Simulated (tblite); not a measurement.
# C4H8F2O2: the cost of one run

The runs use tblite 0.8.0 and PySCF 2.14.0, with density-fitted response routines of our own; the level of theory stands in each step. All values are computed, except where a source is named. Atoms are numbered from 0 throughout.

## 1. The starting structure

16 atoms, charge 0, multiplicity 1; geometry from: force field or distance geometry start.

Bonds of the start (Å): C0–C1 1.51, C1–O2 1.40, O2–C3 1.37, C3–F4 1.39, C3–F5 1.38, C3–O6 1.41, O6–C7 1.41, C0–H8 1.11, C0–H9 1.11, C0–H10 1.13, C1–H11 1.12, C1–H12 1.10, C7–H13 1.09, C7–H14 1.12, C7–H15 1.10.

## 2. Optimising the geometry with GFN2-xTB

Job settings and geometry (Å):

```
{"job": {"kind": "relax", "xc": "GFN2-xTB", "basis": "xTB"}, "charge": 0, "multiplicity": 1}
C     -2.245600    -0.201800     0.510700
C     -1.220400     0.305500    -0.467800
O     -0.017500     0.622400     0.169200
C      0.563000    -0.431100     0.823200
F      0.990500    -1.443000    -0.033400
F     -0.248200    -1.040400     1.760500
O      1.753400     0.053100     1.404600
C      2.516500     0.509400     0.309100
H     -2.192600    -1.312300     0.591800
H     -2.098700     0.323200     1.478300
H     -3.250300     0.057300     0.053900
H     -1.603400     1.231600    -0.961500
H     -1.080700    -0.435200    -1.267300
H      3.455400     0.895400     0.708900
H      1.920700     1.265000    -0.273400
H      2.750400    -0.390200    -0.283500
```

On the command line:

```console
> OMP_NUM_THREADS=1 python probes_run.py task.json out
```

One launch serves the whole session: the jobs run in the order shown.

**Question.** How long does this first job take on 1 thread of Arm Neoverse N1, shared host, and how much memory does it need?

About 1.2 s, with a peak of 0.18 GiB.
